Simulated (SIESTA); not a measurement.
Sn2Ru under changes of volume

One of the cells (19.753 Å³/atom); the others are scaled copies at fixed shape and fractional positions:

```
Sn Ru
1.0
    -3.21566    3.21566    2.86535
     3.21566   -3.21566    2.86535
     3.21566    3.21566   -2.86535
Sn Ru
4 2
Direct
  0.83500 0.66500 0.50000
  0.33500 0.83500 0.17000
  0.16500 0.33500 0.50000
  0.66500 0.16500 0.83000
  0.75000 0.75000 0.00000
  0.25000 0.25000 0.00000
```

```yaml
Program: SIESTA 5.4.2
Functional: PBEsol
Potentials_or_basis: PseudoDojo 0.4 standard (PBEsol files)
Basis: DZP (energy shift 0.003 Ry; two zetas on semicore shells)
Grid_cutoff: 800 Ry
Energy_shift: 0.003 Ry
k_mesh: 6 × 6 × 6
Occupations: fermi-dirac, width 0.05 eV
Spin: no spin polarisation
```

```tsv
volume (Å³/atom)	energy over the lowest point (meV/atom)	pressure (GPa)	largest force (eV/Å)
18.203	40.69	11.2	0.427
18.591	?	?	?
18.978	4.89	4.0	0.316
19.753	0.00	-1.7	0.208
20.140	7.07	-4.0	0.171
20.527	19.25	-6.0	0.128
```

Q: What does the run at 18.591 Å³/atom give?

A: Energy over the lowest point 18.50 meV/atom; pressure 7.4 GPa; largest force 0.361 eV/Å.

Worked out: A Birch-Murnaghan fit of order 3 (a polynomial in V^(-2/3)) to the other rows has its minimum at 19.50 Å³/atom with B0 = V·E''(V) = 135 GPa and B' = 5.3 at fixed shape and positions, which overstates the stiffness. It gives 18.39 meV/atom at 18.591 Å³/atom, against the run's 18.50, and -dE/dV = 7.3 GPa, against 7.4.

Energies are extrapolated to zero smearing.

Caveats: the basis of atomic orbitals isn't converged, which shifts pressures, moduli and gaps.
